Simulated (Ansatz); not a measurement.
# ZnO: the cost of one run

Method: DFT PBE, scalar-relativistic, plane waves, PAW, in Ansatz 0.2.0.

### Step 1. The system as given

The structure is hexagonal, space group P6_3mc (No. 186). The conventional cell has a = 3.250 Å, b = 3.250 Å, c = 5.207 Å, α = 90.00°, β = 90.00°, γ = 120.00°. Zn (site symmetry 3m) has 4 O at 1.97 to 1.99 Å as nearest neighbours. O (site symmetry 3m) has 4 Zn at 1.97 to 1.99 Å as nearest neighbours.

As a file:

```cif
data_structure
_symmetry_space_group_name_H-M 'P 1'
_symmetry_Int_Tables_number 1
_cell_length_a 3.2495
_cell_length_b 3.2495
_cell_length_c 5.2069
_cell_angle_alpha 90.000
_cell_angle_beta 90.000
_cell_angle_gamma 120.000
_cell_volume 47.61
loop_
_atom_site_label
_atom_site_type_symbol
_atom_site_fract_x
_atom_site_fract_y
_atom_site_fract_z
_atom_site_occupancy
Zn1 Zn 0.33333 0.66667 0.00000 1
Zn2 Zn 0.66667 0.33333 0.50000 1
O1 O 0.33333 0.66667 0.38190 1
O2 O 0.66667 0.33333 0.88190 1
```

### Step 2. Single point: ZnO, no spin

The input, input.yaml:

```yaml
crystal:
  lattice:
    - [3.2495, 0.0, 0.0]
    - [-1.62475, 2.8141495496, 0.0]
    - [0.0, 0.0, 5.2069]
  atoms:
    - { symbol: Zn, position: [0.3333333333, 0.6666666667, 0.0] }
    - { symbol: Zn, position: [0.6666666667, 0.3333333333, 0.5] }
    - { symbol: O, position: [0.3333333333, 0.6666666667, 0.3819] }
    - { symbol: O, position: [0.6666666667, 0.3333333333, 0.8819] }
scf:
  occupations: { method: fixed }
  n_extra_bands: 10
output:
  eigenvalues: true
  states_by_energy: {}
  write_density: true
  write_potential: true
  elf: true
  volumetric_format: npy
kpoints:
  mp_grid: { grid: [18, 18, 12] }
```

Launch:

```sh
ansatz run input.yaml --threads 4 --pin off --max-ram 24576MiB --backend cpu --events-out ev --progress --plain --runs-dir out
```

What time and memory should one allow on 4 threads of Intel Xeon Platinum 8488C (Sapphire Rapids), shared host?

About 1.7 min, with a peak of 1.5 GiB.
